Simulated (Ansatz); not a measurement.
Which YAML input does this script hand to the engine? (the Python package of Ansatz (0.2.0))

`run_scf.py`:
```python
"""Single point of Mg3CuO4."""

from collections import Counter
import logging
import sys
import warnings

import ansatz as az
from pymatgen.core import Structure

logging.basicConfig(stream=sys.stdout, format="%(name)s: %(message)s")
logger = logging.getLogger("mg3cuo4")
logger.setLevel(logging.INFO)

OCCUPATIONS = "cold"
WIDTH_EV = 0.1
FUNCTIONAL = "r2SCAN"


def main() -> None:
    warnings.simplefilter("ignore", az.DeckWarning)

    structure = (
        az.Lattice.of((4.199644, 0.0, 0.0), (0.0, 4.199644, 0.0), (0.0, 0.0, 4.199644))
        .atom("Mg", (0.0, 0.5, 0.5))
        .atom("Mg", (0.5, 0.0, 0.5))
        .atom("Mg", (0.5, 0.5, 0.0))
        .atom("Cu", (0.0, 0.0, 0.0))
        .atom("O", (0.5, 0.0, 0.0))
        .atom("O", (0.5, 0.5, 0.5))
        .atom("O", (0.0, 0.0, 0.5))
        .atom("O", (0.0, 0.5, 0.0))
    )

    # the calculation
    base = (
        structure.calculation()
        .kpoints(6, center="gamma")  # the mesh must be finer for metals
        .pseudopotentials("paw")
        .occupations(OCCUPATIONS, width=WIDTH_EV)
        .functional(FUNCTIONAL)
    )
    try:
        done = base.run(threads=1)
    except az.NonConvergedError as error:
        sys.exit(f"no convergence: {error}")
    except az.RefusalError as error:
        sys.exit(f"input refused: {error}")
    r = done.report

    for key in ("converged", "n_iterations", "n_electrons", "n_kpoints", "n_pw", "n_symmetry_ops", "free_energy_ev", "fermi_energy_ev"):
        logger.info(f"{key:18s} {r[key]}")

    terms = r["components"]
    print({name: round(terms[name], 3) for name in ("e_kinetic", "e_hartree", "e_xc", "e_local", "e_nonlocal")})

    final = Structure(done.lattice.cell_ang, [s.symbol for s in done.lattice.sites], [s.position_frac for s in done.lattice.sites])
    # first shell of each atom, within 15 % of its shortest distance
    shortest = {}
    for site, neighbours in zip(final, final.get_all_neighbors(5.0)):
        for other in neighbours:
            pair = "-".join(sorted((site.specie.symbol, other.specie.symbol)))
            shortest[pair] = min(shortest.get(pair, 9e9), other.nn_distance)
    for pair, distance in sorted(shortest.items(), key=lambda item: item[1]):
        logger.info(f"shortest {pair:6s} {distance:.4f} A")


if __name__ == "__main__":
    main()
```

Running `python run_scf.py` prints:
```text
mg3cuo4: converged          True
mg3cuo4: n_iterations       10
mg3cuo4: n_electrons        73.0
mg3cuo4: n_kpoints          20
mg3cuo4: n_pw               1863
mg3cuo4: n_symmetry_ops     48
mg3cuo4: free_energy_ev     -14693.5103302389
mg3cuo4: fermi_energy_ev    10.955043967824496
{'e_kinetic': 1242.668, 'e_hartree': 3865.112, 'e_xc': -465.612, 'e_local': -9819.663, 'e_nonlocal': 876.258}
mg3cuo4: shortest Mg-O   2.0998 A
mg3cuo4: shortest Cu-O   2.0998 A
mg3cuo4: shortest Mg-Mg  2.9696 A
mg3cuo4: shortest Cu-Mg  2.9696 A
mg3cuo4: shortest O-O    2.9696 A
mg3cuo4: shortest Cu-Cu  4.1996 A
```

`input.yaml`:
```yaml
crystal:
  lattice:
    - [4.199644, 0.0, 0.0]
    - [0.0, 4.199644, 0.0]
    - [0.0, 0.0, 4.199644]
  atoms:
    - { symbol: Mg, position: [0.0, 0.5, 0.5] }
    - { symbol: Mg, position: [0.5, 0.0, 0.5] }
    - { symbol: Mg, position: [0.5, 0.5, 0.0] }
    - { symbol: Cu, position: [0.0, 0.0, 0.0] }
    - { symbol: O, position: [0.5, 0.0, 0.0] }
    - { symbol: O, position: [0.5, 0.5, 0.5] }
    - { symbol: O, position: [0.0, 0.0, 0.5] }
    - { symbol: O, position: [0.0, 0.5, 0.0] }
kpoints:
  mp_grid: { grid: [6, 6, 6], shift: [0.0, 0.0, 0.0] }
hamiltonian:
  xc: r2scan
  pseudopotentials: { kind: paw }
scf:
  occupations: { method: cold, width: 0.1 }
```

On the command line:
```console
$ ansatz run input.yaml --threads 1 --pin off --max-ram 3072MiB --backend cpu --events-out ev --progress --plain --runs-dir out
Engine: ansatz 0.2.0, aarch64-unknown-linux-gnu
Pseudopotentials: kind: paw
Pseudopotential: Mg, paw, valence charge 10, recommended cutoff 500 eV (meta_gga), Mg.paw.azcp
Pseudopotential: Cu, paw, valence charge 19, recommended cutoff 500 eV (meta_gga), Cu.paw.azcp
Pseudopotential: O, paw, valence charge 6, recommended cutoff 500 eV (meta_gga), O.paw.azcp
Functional definition: r2SCAN
  parameter k0 = 0.174
  parameter k1 = 0.065
  parameter a1 = 4.9479
  exchange = r2scan_x(k0 = k0, k1 = k1, a1 = a1)
  correlation = r2scan_c
Crystal: 8 atoms, lattice volume = 74.069 Å³
Basis set: ecut = 500 eV, 1863 PW (Γ), exchange–correlation on 128×128×128 points (64 copies of the dense FFT grid, shifted against one another)
Bands: 45, of which v1, the nominal top of the filled ones, is band 37 counted from 1 (36 counted from 0)
Symmetry: 48 space group operations
Space group: Pm-3m (ITA 221), of the structure as read, at distance tolerance 4.2e-5 Å
k-points: 20 of 216
Non-local potential: Mg, projectors of the file, l = 0: 3, l = 1: 2, l = 2: 1
Non-local potential: Cu, projectors of the file, l = 0: 3, l = 1: 2, l = 2: 3, l = 3: 1
Non-local potential: O, projectors of the file, l = 0: 2, l = 1: 2, l = 2: 1
PAW form: soft (Blöchl's): semilocal exchange-correlation on the pseudo side does not see the compensation charge
PAW frozen core: Mg, regenerated for the run's functional (the file was generated under x = pbe(κ = 0.804, μ = 0.2195149727645171), c = pbe(β = 0.06672455060314922))
PAW frozen core: Cu, regenerated for the run's functional (the file was generated under x = pbe(κ = 0.804, μ = 0.2195149727645171), c = pbe(β = 0.06672455060314922))
PAW frozen core: O, regenerated for the run's functional (the file was generated under x = pbe(κ = 0.804, μ = 0.2195149727645171), c = pbe(β = 0.06672455060314922))
PAW one-centre angular grid: Mg, 302 points (default); XC on 224 Gauss nodes
PAW one-centre angular grid: Cu, 590 points (default); XC on 160 Gauss nodes
PAW one-centre angular grid: O, 302 points (default); XC on 160 Gauss nodes
Initial density: superposition of atomic densities (neutral atoms: chi_scale 0, normalization atom), corrected by the library's trained network
Initial wavefunctions: pseudopotential atomic-orbital guess
Functional: x = r2scan, c = r2scan; τ floored in thin density (d = 2e-4 eV/Å³)
SCF iter   1: F=—  HF=-14693.259955 eV  |F-HF|=—  |Δ(HF+E_count)|=         —  Δρ=1.32e-2  dr2=7.41e-2  dr2_τ=2.58e-1  ethr=1.77e-3  ⟨swp⟩=6.2  Hψ=3380  notcnv=0  defer=2
preconditioner: auto → Kerker (q_TF=auto, 2.722 Å⁻¹)  [metal: Δε(μ)=0.035 eV  Ē_g=15.697 eV  σ=0.100 eV  W_gap=0.24  n_scr=26 (ndim 8)  ℏωp=27.6 eV  f_vac=0.000  D(μ)=3.81/eV (n_scr^D=32)]
SCF iter   2: F=—  HF=-14693.514233 eV  |F-HF|=—  |Δ(HF+E_count)|=   2.54e-1  S|Δr|=    0.00e0  Δρ=6.73e-3  dr2=2.97e-2  dr2_τ=1.31e-3  ethr=1.02e-4  ⟨swp⟩=2.0  Hψ=1763  notcnv=0  defer=57
SCF iter   3: F=—  HF=-14693.512418 eV  |F-HF|=—  |Δ(HF+E_count)|=   1.82e-3  S|Δr|=    0.00e0  Δρ=6.22e-3  dr2=1.41e-2  dr2_τ=8.89e-4  ethr=4.07e-5  ⟨swp⟩=2.0  Hψ=1217  notcnv=0  defer=57
SCF iter   4: F=—  HF=-14693.510233 eV  |F-HF|=—  |Δ(HF+E_count)|=   2.19e-3  S|Δr|=    0.00e0  Δρ=1.43e-3  dr2=7.26e-4  dr2_τ=9.49e-5  ethr=1.93e-5  ⟨swp⟩=2.0  Hψ=1486  notcnv=0  defer=57
SCF iter   5: F=—  HF=-14693.510317 eV  |F-HF|=—  |Δ(HF+E_count)|=   8.44e-5  S|Δr|=    0.00e0  Δρ=4.25e-4  dr2=1.59e-4  dr2_τ=1.35e-5  ethr=9.94e-7  ⟨swp⟩=2.0  Hψ=1264  notcnv=0  defer=57
SCF iter   6: F=—  HF=-14693.510318 eV  |F-HF|=—  |Δ(HF+E_count)|=   1.09e-6  S|Δr|=    0.00e0  Δρ=2.93e-4  dr2=5.52e-5  dr2_τ=1.34e-6  ethr=2.18e-7  ⟨swp⟩=2.0  Hψ=1103  notcnv=0  defer=57
SCF iter   7: F=—  HF=-14693.510329 eV  |F-HF|=—  |Δ(HF+E_count)|=   1.09e-5  S|Δr|=    0.00e0  Δρ=5.87e-5  dr2=3.53e-6  dr2_τ=6.19e-8  ethr=7.57e-8  ⟨swp⟩=2.0  Hψ=1158  notcnv=0  defer=57
SCF iter   8: F=—  HF=-14693.510331 eV  |F-HF|=—  |Δ(HF+E_count)|=   1.58e-6  S|Δr|=    0.00e0  Δρ=4.40e-5  dr2=1.83e-6  dr2_τ=2.53e-8  ethr=4.84e-9  ⟨swp⟩=2.0  Hψ=1070  notcnv=0  defer=57
SCF iter   9: F=—  HF=-14693.510330 eV  |F-HF|=—  |Δ(HF+E_count)|=   3.58e-7  S|Δr|=    0.00e0  Δρ=1.31e-5  dr2=1.54e-7  dr2_τ=3.62e-9  ethr=2.50e-9  ⟨swp⟩=2.0  Hψ=1167  notcnv=0  defer=57
SCF iter  10: F=-14693.510330 eV  HF=-14693.510330 eV  |F-HF|=1.95e-8  |Δ(HF+E_count)|=  6.37e-10  S|Δr|=    0.00e0  Δρ=6.22e-6  dr2=3.04e-8  dr2_τ=8.41e-10  ethr=1.37e-10  ⟨swp⟩=2.0  Hψ=1710  notcnv=0
SCF 1 converged in 10 iterations: F = -14693.510330 eV  dr2 = 3.04e-8
  greatest PAW one-centre occupation: 1.000 electrons in one spin orbital (limit 2), on the Cu atom at site 3 (counted from 0), in its partial waves of l = 0
SCF converged after 10 iterations
Stability not checked: this state was not tested for a lower state beside it, because cold or Methfessel-Paxton smearing, or corrected tetrahedra, fill the levels in a way that the test cannot read (fill_not_monotonic; see scf.lower_state_search)
Free energy (F): -14693.510330 eV
Harris-Foulkes:  -14693.510330 eV  (|F-HF|=1.95e-8)
Internal energy: -14693.501480 eV  (E = F + TS)
E sigma→0 (E₀):  -14693.507380 eV
Entropy (-TS):   -0.008851 eV (-1.106 meV/atom)
Fermi energy:    10.955044 eV
--- Per-component energies (eV) ---
  E_band       = -1372.011133
  E_kinetic    = 1242.667846
  E_local      = -9819.663045  (includes V_loc(G=0)·N_el)
  E_nonlocal   = 876.257572
  E_hartree    = 3865.111730
  E_xc         = -465.611532
  E_vxc        = -674.638761  (∫ρ·V_xc dr)
  E_paw        = -3208.430301  (= ΣΔE_a)
  E_vpaw       = -770.821060  (= ΣTr[D̂ρ^β])
  E_aug_tail   = 0.004362  (compensation charges beyond the density's cutoff)
  E_vtau       = 43.951348  (kinetic-family band-sum trace: ∫τ·v_τ [+ j·A + Jᵃ·Aᵃ] dr)
  E_ewald      = -7183.330617
  E_core_change = -0.507496  (= ΣΔE_core)
  E_smearing   = -0.008851  (= −TS)
  E_closure    = -0.000000  (closes the sum)
  Σ components = -14693.510330   (vs F -14693.510330, Δ=0.00e0)
```

Absolute energies stand on the zero of these potentials, so only differences at equal settings mean something. A total without «per atom» is that of the cell as typed. The cell holds an odd number of electrons and is run without spin, so a magnetic state may lie lower. The energy terms are those on the plane-wave grid, with the one-centre PAW part apart; the terms shown are only some of the summands, so they needn't add up to F. The mesh is modest for a metal, so energies can be off by several to tens of meV an atom and pressures by half a GPa or more; differences at equal mesh fare better. An absolute Fermi energy rests on an arbitrary zero of the periodic potential and has no direct meaning. Without a Hubbard U or exact exchange, semilocal functionals often make such 3d compounds metallic or too weakly gapped. The structure comes from a database of computed cells and needn't be a stable or known phase. Run time: 7.7 s on 1 thread of Arm Neoverse V2, on a shared host, peak memory 0.55 GiB.

(Lines on the test bed's own set-up are left out of the output.)
